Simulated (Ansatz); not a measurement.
# CH₆BNTe, SMILES BNC[TeH]: a polarisability from point charges

With Ansatz 0.2.0, Python API.

The cells in order, each with its output:

In [1]:
```python
import ansatz as az
import numpy as np
```

In [2]:
```python
GEOMETRY = """
B    -1.38940    0.73420    0.55360
N    -0.02420    0.65750   -0.01700
C     0.37500   -0.73620   -0.00450
Te    2.45030   -0.88530   -0.83210
H    -2.29450    1.22930   -0.14520
H    -1.67540    0.45670    1.64830
H     0.63060    1.20280    0.62960
H     0.47820   -1.11200    1.04490
H    -0.26670   -1.35020   -0.56630
H     1.79910   -0.24810   -2.30820
"""
```

In [3]:
```python
geometry = az.Crystal.molecule()
for line in GEOMETRY.strip().splitlines():
    symbol, *xyz = line.split()
    geometry = geometry.atom(symbol, [float(v) for v in xyz])
```

In [4]:
```python
base = (
    geometry.calculation()
    .basis(gaussian="def2-SVP")
    .functional("PBE", dispersion="d3bj")
    .forces()
)
centre = np.mean([site.position_ang for site in geometry.cartesian_sites], axis=0)
field = 2 * 14.399645 * 2.0 / 40.0 ** 2
```

In [5]:
```python
def dipole(axis, sign):
    arm = 40.0 * np.eye(3)[axis]
    pair = [{"charge": sign * 2.0, "position_ang": (centre - arm).tolist()}, {"charge": -sign * 2.0, "position_ang": (centre + arm).tolist()}]
    deck = base.input().set(az.key.basis.gaussian.point_charges, pair)
    return np.array(az.Session.from_dict(deck).plan().execute().report["charge_distribution"]["dipole_moment_e_ang"])
```

In [6]:
```python
print(f"field {field:.4f} V/A")
alpha = np.array([(dipole(axis, 1) - dipole(axis, -1)) / (2 * field) * 14.399645 for axis in range(3)])
print("polarisability tensor (A^3)")
print(np.array2string(alpha, precision=3, suppress_small=True))
print(f"mean {np.trace(alpha) / 3:.3f} A^3 = {np.trace(alpha) / 3 / 0.14818471:.2f} bohr^3")
```
```text
field 0.0360 V/A
polarisability tensor (A^3)
[[13.369 -2.258 -1.945]
 [-2.229  8.135  0.196]
 [-1.932  0.189  9.432]]
mean 10.312 A^3 = 69.59 bohr^3
```

Notes:
- The geometry is a force-field or estimated start, not a minimum of this method, and the basis set is short of its limit. The field of two point charges is only nearly even.
- def2 sets replace the cores of elements past krypton by effective core potentials.
- Without diffuse functions polarisabilities are unreliable, as a rule too low, and they change with the bond lengths of this unrelaxed start.
- Timing: 17 s on 1 thread of Arm Neoverse V2, on a shared host, peak memory 0.2 GiB.

(Lines on the test bed's own set-up are left out of the output.)
